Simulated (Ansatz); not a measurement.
**C₂H₅GaS: basis-set convergence**

An exercise on one series of results from a longer session: the logs are not shown, and one member is left open.

Method: one geometry, several basis sets; program: Ansatz 0.2.0, Gaussian basis.

The runs, in order: PBE0-D4/def2-SVP; ωB97M-V/def2-SVP; PBE0-D4/def2-QZVPP; ωB97M-V/def2-QZVPP; the functionals' def2-TZVPP values are taken from earlier runs.

## The relaxed structure

An earlier PBE0-D4 in a triple-zeta def2 set relaxation fixed the geometry.

9 atoms, charge 0, spin multiplicity 1.

Atoms are counted from 1 here; the program's logs count them from 0.

Bond lengths: C1–Ga2 1.935 Å, C1–H5 1.091 Å, C1–H6 1.089 Å, C1–H7 1.091 Å, Ga2–C3 1.932 Å, Ga2–S4 2.176 Å, C3–S4 1.887 Å, C3–H8 1.086 Å, C3–H9 1.086 Å. Angles: Ga2–C1–H5 109.1°, Ga2–C1–H6 111.5°, Ga2–C1–H7 109.1°, H5–C1–H6 109.4°, H5–C1–H7 108.2°, H6–C1–H7 109.5°, C1–Ga2–C3 163.4°, C1–Ga2–S4 142.3°, C3–Ga2–S4 54.3°, Ga2–C3–S4 69.4°, Ga2–C3–H8 120.6°, Ga2–C3–H9 120.7°, S4–C3–H8 112.8°, S4–C3–H9 112.8°, H8–C3–H9 112.4°, Ga2–S4–C3 56.2°.

Set-up of the first run:

in.yaml reads:

```yaml
crystal:
  periodic: [false, false, false]
  atoms:
    - {symbol: C, position_ang: [-0.786556, 1.664263, 0.305287]}
    - {symbol: Ga, position_ang: [-0.082547, -0.111648, -0.003308]}
    - {symbol: C, position_ang: [1.101038, -1.600678, -0.340568]}
    - {symbol: S, position_ang: [-0.681846, -2.196319, -0.171801]}
    - {symbol: H, position_ang: [-1.269810, 1.690832, 1.283218]}
    - {symbol: H, position_ang: [-0.000437, 2.417298, 0.269583]}
    - {symbol: H, position_ang: [-1.538264, 1.887333, -0.453333]}
    - {symbol: H, position_ang: [1.509708, -1.769293, -1.332616]}
    - {symbol: H, position_ang: [1.748715, -1.981788, 0.443548]}
basis:
  gaussian: {orbitals: def2-SVP}
hamiltonian: {xc: pbe0, dispersion: d4}
output: {orbitals: {seedname: orbitals}}
```

Launch:

```console
$ ansatz run in.yaml --threads 2 --pin off --events-out ev --progress --plain --max-ram 4352MiB
```

Steps of the session up to this table: PBE0-D4 in def2-SVP; ωB97M-V in def2-SVP; PBE0-D4 in def2-QZVPP; ωB97M-V in def2-QZVPP.

One table of the session follows, with a row left open; its other results are not shown here.

It belongs to the step «Density functionals: the series». 

```
functional       basis  HOMO (eV)
   PBE0-D4    def2-SVP      -6.38
   PBE0-D4  def2-TZVPP      -6.42
   PBE0-D4  def2-QZVPP          ?
   ωB97M-V    def2-SVP      -8.44
   ωB97M-V  def2-TZVPP      -8.51
   ωB97M-V  def2-QZVPP      -8.53
```

Q: Estimate the row for PBE0-D4, def2-QZVPP from the others.

The run gave: HOMO (eV): -6.44. In the column «HOMO (eV)» it lies between ωB97M-V, def2-SVP (-8.44) and PBE0-D4, def2-TZVPP (-6.42).
